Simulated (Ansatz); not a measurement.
# C4H9FSn: the cost of one run

All numbers below are computed with Ansatz 0.2.0 (RKS PBE0-D4/def2-SVP).

1 further run of the same task is left out (it didn't finish).

### 1 The structure to begin with

Bond lengths: C1–C2 1.369 Å, C2–Sn3 2.106 Å, C2–C4 1.482 Å, C4–C5 1.602 Å, C4–F6 1.351 Å, C1–H7 1.033 Å, C1–H8 1.121 Å, Sn3–H9 1.786 Å, Sn3–H10 1.789 Å, Sn3–H11 1.750 Å, C4–H12 1.131 Å, C5–H13 1.094 Å, C5–H14 1.137 Å, C5–H15 1.132 Å. Angles (14 of 24 angles, heavy atoms first): C1–C2–Sn3 117.1°, C1–C2–C4 123.8°, Sn3–C2–C4 119.0°, C2–C4–C5 108.5°, C2–C4–F6 114.6°, C5–C4–F6 107.7°, C2–C1–H7 122.6°, C2–C1–H8 116.1°, C2–Sn3–H9 111.3°, C2–Sn3–H10 109.6°, C2–Sn3–H11 110.9°, C2–C4–H12 110.2°, C5–C4–H12 105.4°, F6–C4–H12 110.0°.

Structure file:

```xyz
15

C     0.9062   -1.0821   -1.1131
C     0.4888   -0.2365   -0.1204
Sn    0.9715   -0.7708    1.8589
C    -0.1793    1.0628   -0.3709
C    -1.6751    0.7770   -0.8672
F     0.4221    1.8344   -1.3029
H     1.4267   -1.9530   -0.9199
H     0.6617   -0.7694   -2.1615
H     0.4243    0.4713    3.0190
H     2.7468   -0.9045    2.0297
H     0.2561   -2.3111    2.2821
H    -0.2889    1.6385    0.5962
H    -1.7163    0.2811   -1.8415
H    -2.2407    1.7591   -0.9584
H    -2.2258    0.1525   -0.1006
```

### 2 End point A

input.yaml

```yaml
crystal:
  periodic: [false, false, false]
  atoms:
    - { symbol: C, position_ang: [0.9062, -1.0821, -1.1131] }
    - { symbol: C, position_ang: [0.4888, -0.2365, -0.1204] }
    - { symbol: Sn, position_ang: [0.9715, -0.7708, 1.8589] }
    - { symbol: C, position_ang: [-0.1793, 1.0628, -0.3709] }
    - { symbol: C, position_ang: [-1.6751, 0.777, -0.8672] }
    - { symbol: F, position_ang: [0.4221, 1.8344, -1.3029] }
    - { symbol: H, position_ang: [1.4267, -1.953, -0.9199] }
    - { symbol: H, position_ang: [0.6617, -0.7694, -2.1615] }
    - { symbol: H, position_ang: [0.4243, 0.4713, 3.019] }
    - { symbol: H, position_ang: [2.7468, -0.9045, 2.0297] }
    - { symbol: H, position_ang: [0.2561, -2.3111, 2.2821] }
    - { symbol: H, position_ang: [-0.2889, 1.6385, 0.5962] }
    - { symbol: H, position_ang: [-1.7163, 0.2811, -1.8415] }
    - { symbol: H, position_ang: [-2.2407, 1.7591, -0.9584] }
    - { symbol: H, position_ang: [-2.2258, 0.1525, -0.1006] }
basis:
  gaussian: { orbitals: def2-SVP }
hamiltonian:
  xc: pbe0
  dispersion: d4
relax:
  f_tol: 0.015
  max_steps: 40
```

On the command line:

```console
ansatz run input.yaml --threads 2 --pin off --max-ram 3072MiB --backend cpu --events-out ev --progress --plain --runs-dir out
```

What time and memory should one allow on 2 threads of Arm Neoverse V1, shared host?

About 3 min, with a peak of 0.43 GiB.
